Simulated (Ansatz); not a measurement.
# MoSF₄: up Jacob's ladder to CCSD(T)

One table from this session's results is given with a row withheld; the runs are named, their logs left out.

Method: functionals in def2-TZVPP, the program's frozen cores in correlated methods; program: Ansatz 0.2.0, Gaussian basis.

Plan: LDA (SPW92), PBE-D4, revPBE-D4, BLYP-D4, r2SCAN-D4, B97M-V, PBE0-D4, B3LYP-D4, r2SCANh-D4, r2SCAN0-D4, HSE06-D4, BHLYP-D4, CAM-B3LYP-D4, LC-ωPBE, ωB97X-V, ωB97M-V, B2PLYP, PBE-QIDH; CCSD(T)/def2-SVP; CCSD(T)/def2-TZVPP; MP2/def2-QZVPP; extrapolation to the limit; RPA on PBE.

1 further run of the same task is left out (for a known fault of the program).

## The relaxed structure

An earlier PBE0-D4 in a triple-zeta def2 set relaxation fixed the geometry. Mo takes the def2 core potential; no spin-orbit term is included.

SMILES `[F][Mo]([F])([F])([F])=[S]`, 6 atoms, charge 0, spin multiplicity 1.

Atoms are counted from 1 here; the program's logs count them from 0.

Bond lengths: F1–Mo2 1.834 Å, Mo2–F3 1.834 Å, Mo2–F4 1.834 Å, Mo2–F5 1.834 Å, Mo2–S6 2.062 Å. Angles: F1–Mo2–F3 85.9°, F1–Mo2–F4 149.1°, F1–Mo2–F5 85.9°, F1–Mo2–S6 105.5°, F3–Mo2–F4 85.9°, F3–Mo2–F5 149.1°, F3–Mo2–S6 105.5°, F4–Mo2–F5 85.9°, F4–Mo2–S6 105.5°, F5–Mo2–S6 105.5°.

The first run:

The input, in.yaml:

```yaml
crystal:
  periodic: [false, false, false]
  atoms:
    - {symbol: F, position_ang: [-1.037665, 0.303845, -1.487987]}
    - {symbol: Mo, position_ang: [0.006234, -0.026169, -0.016541]}
    - {symbol: F, position_ang: [-1.455128, -0.902986, 0.661265]}
    - {symbol: F, position_ang: [1.007336, -1.204045, 0.970470]}
    - {symbol: F, position_ang: [1.424807, 0.002927, -1.178701]}
    - {symbol: S, position_ang: [0.096517, 1.762427, 1.005392]}
basis:
  gaussian: {orbitals: def2-TZVPP}
hamiltonian: {xc: lda}
output: {orbitals: {seedname: orbitals}}
```

On the command line:

```console
> ansatz run in.yaml --threads 4 --pin off --events-out ev --progress --plain --max-ram 10444MiB
```

Among the steps run: LDA; PBE-D4 (GGA); revPBE-D4 (GGA); BLYP-D4 (GGA); r2SCAN-D4 (meta-GGA); B97M-V (meta-GGA); B3LYP-D4 (hybrid); r2SCANh-D4 (hybrid); r2SCAN0-D4 (hybrid); HSE06-D4 (hybrid); BHLYP-D4 (hybrid); CAM-B3LYP-D4 (range-separated); LC-ωPBE (range-separated); ωB97X-V (range-separated); ωB97M-V (range-separated); B2PLYP (double hybrid); PBE-QIDH (double hybrid).

One table of the session follows, with a row left open; its other results are not shown here.

It belongs to the step «Frontier levels by functional». 

```
  functional  HOMO (eV)  LUMO (eV)  gap (eV)
 LDA (SPW92)      -8.50      -5.43      3.07
      PBE-D4      -8.29      -5.17      3.11
   revPBE-D4      -8.21      -5.08      3.13
     BLYP-D4      -8.15      -5.08      3.07
   r2SCAN-D4      -8.67      -5.25      3.42
      B97M-V      -8.72      -5.25      3.47
     PBE0-D4      -9.70      -4.48      5.23
    B3LYP-D4      -9.45      -4.70      4.75
  r2SCANh-D4      -9.19      -4.97      4.22
  r2SCAN0-D4      -9.96      -4.51      5.45
    HSE06-D4      -9.30      -4.86      4.44
    BHLYP-D4          ?          ?         ?
CAM-B3LYP-D4     -11.02      -3.34      7.67
     LC-ωPBE     -12.29      -2.11     10.17
     ωB97X-V     -11.96      -2.19      9.77
     ωB97M-V     -11.84      -2.17      9.66
```

Q: Estimate the row for BHLYP-D4 from the others.

Worked estimate for «HOMO (eV)». Against the share of exact exchange, BLYP-D4 (0, -8.15), B3LYP-D4 (0.2, -9.45) give a slope of -6.50 per unit share; at 0.5 the line stands at -11.40.

The run gave: HOMO (eV): -10.95; LUMO (eV): -3.57; gap (eV): 7.38. In «HOMO (eV)» the line misses by -0.45.
